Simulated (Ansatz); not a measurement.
# CH6O2Si2: up Jacob's ladder to CCSD(T)

Aim: compute CH6O2Si2 with functionals from several rungs and with coupled cluster, and see how far each lands from CCSD(T) at the basis-set limit for the atomisation energy.

Method: functionals in def2-TZVPP, the program's frozen cores in correlated methods; program: Ansatz 0.2.0, Gaussian basis.

Levels to be run: LDA (SPW92), PBE-D4, revPBE-D4, BLYP-D4, r2SCAN-D4, B97M-V, PBE0-D4, B3LYP-D4, r2SCANh-D4, r2SCAN0-D4, HSE06-D4, BHLYP-D4, CAM-B3LYP-D4, LC-ωPBE, ωB97X-V, ωB97M-V, B2PLYP, PBE-QIDH; CCSD(T)/def2-SVP; CCSD(T)/def2-TZVPP; MP2/def2-QZVPP; extrapolation to the limit; RPA on PBE.

## 1. The geometry

The geometry comes from an earlier relaxation with PBE0-D4 in a triple-zeta def2 set; it is a stationary point, not always the lowest conformer.

SMILES `C1O[SiH2]O[SiH2]1`, 11 atoms, charge 0, spin multiplicity 1.

Atoms are counted from 1 here; the program's logs count them from 0.

Bond lengths: C1–O2 1.432 Å, C1–Si5 1.912 Å, C1–H6 1.094 Å, C1–H7 1.094 Å, O2–Si3 1.649 Å, Si3–O4 1.650 Å, Si3–H8 1.482 Å, Si3–H9 1.482 Å, O4–Si5 1.655 Å, Si5–H10 1.485 Å, Si5–H11 1.485 Å. Angles: O2–C1–Si5 106.8°, O2–C1–H6 108.9°, O2–C1–H7 108.8°, Si5–C1–H6 112.4°, Si5–C1–H7 112.5°, H6–C1–H7 107.3°, C1–O2–Si3 117.7°, O2–Si3–O4 102.9°, O2–Si3–H8 111.0°, O2–Si3–H9 110.8°, O4–Si3–H8 110.7°, O4–Si3–H9 110.8°, H8–Si3–H9 110.4°, Si3–O4–Si5 114.2°, C1–Si5–O4 98.4°, C1–Si5–H10 113.6°, C1–Si5–H11 113.6°, O4–Si5–H10 110.8° and more.

## 2. LDA

This LDA is Slater exchange with PW92 correlation.

Input file in.yaml:

```yaml
crystal:
  periodic: [false, false, false]
  atoms:
    - {symbol: C, position_ang: [0.638694, 1.100596, 0.169424]}
    - {symbol: O, position_ang: [-0.640273, 0.943704, 0.794898]}
    - {symbol: Si, position_ang: [-1.429390, -0.488056, 0.577557]}
    - {symbol: O, position_ang: [-0.399564, -1.332704, -0.395704]}
    - {symbol: Si, position_ang: [0.985205, -0.516523, -0.789544]}
    - {symbol: H, position_ang: [1.389464, 1.297467, 0.941086]}
    - {symbol: H, position_ang: [0.606718, 1.976614, -0.485607]}
    - {symbol: H, position_ang: [-1.622725, -1.188398, 1.869229]}
    - {symbol: H, position_ang: [-2.733121, -0.274552, -0.093519]}
    - {symbol: H, position_ang: [1.086001, -0.327068, -2.258800]}
    - {symbol: H, position_ang: [2.184290, -1.248282, -0.308419]}
basis:
  gaussian: {orbitals: def2-TZVPP}
hamiltonian: {xc: lda}
output: {orbitals: {seedname: orbitals}}
```

Further steps of the session: PBE-D4 (GGA); revPBE-D4 (GGA); BLYP-D4 (GGA); r2SCAN-D4 (meta-GGA); B97M-V (meta-GGA); PBE0-D4 (hybrid); B3LYP-D4 (hybrid); r2SCANh-D4 (hybrid); r2SCAN0-D4 (hybrid); HSE06-D4 (hybrid); BHLYP-D4 (hybrid); CAM-B3LYP-D4 (range-separated); LC-ωPBE (range-separated); ωB97X-V (range-separated); ωB97M-V (range-separated); B2PLYP (double hybrid); PBE-QIDH (double hybrid); CCSD(T) in def2-SVP; CCSD(T) in def2-TZVPP; MP2 in def2-QZVPP; RPA on PBE orbitals.

Q: Predict the results of all the runs planned. Wanted: atomisation energy, CCSD(T)/CBS; farthest beyond LDA; mean size of error, GGA; mean size of error, meta-GGA; mean size of error, hybrid; mean size of error, range-separated; mean size of error, double hybrid; gap, smallest and largest; T1 diagnostic.

As calculated:

```
                               quantity                                                      value
        atomisation energy, CCSD(T)/CBS                                              4174.9 kJ/mol
 functionals within 20.9 kJ/mol (0.5 %)  PBE-D4, r2SCAN-D4, B97M-V, CAM-B3LYP-D4, ωB97X-V, ωB97M-V
                    farthest beyond LDA                                   BHLYP-D4 (-132.1 kJ/mol)
                mean size of error, GGA                                                48.3 kJ/mol
           mean size of error, meta-GGA                                                12.3 kJ/mol
             mean size of error, hybrid                                                65.1 kJ/mol
    mean size of error, range-separated                                                14.0 kJ/mol
      mean size of error, double hybrid                                                62.6 kJ/mol
              gap, smallest and largest                  5.57 eV (LDA (SPW92)), 13.05 eV (LC-ωPBE)
                          T1 diagnostic                                                     0.0123
triples share of the correlation energy                                                      3.6 %
```

In words: The LDA atomisation energy is off by 540.2 kJ/mol (13 %): it overbinds. PBE-D4 is off by +3.4 kJ/mol. Double hybrids carry the basis error of their MP2 part in triple zeta, and no dispersion term here, so their miss is partly the set-up's. The rungs meta-GGA, range-separated miss on average by less than the doubt on the reference (20.9 kJ/mol), so they tie. The reference freezes the cores and leaves out relativity and excitations past (T), so misses under about 20.9 kJ/mol can't be ranked. Hartree-Fock recovers 73 % of the binding; the rest is correlation. CCSD(T) in def2-SVP is off by -322.6 kJ/mol, more than most functionals: a good method in a small basis is no reference. The gap grows from 5.6 to 13.1 eV across the functionals, mostly with the share of exact exchange.
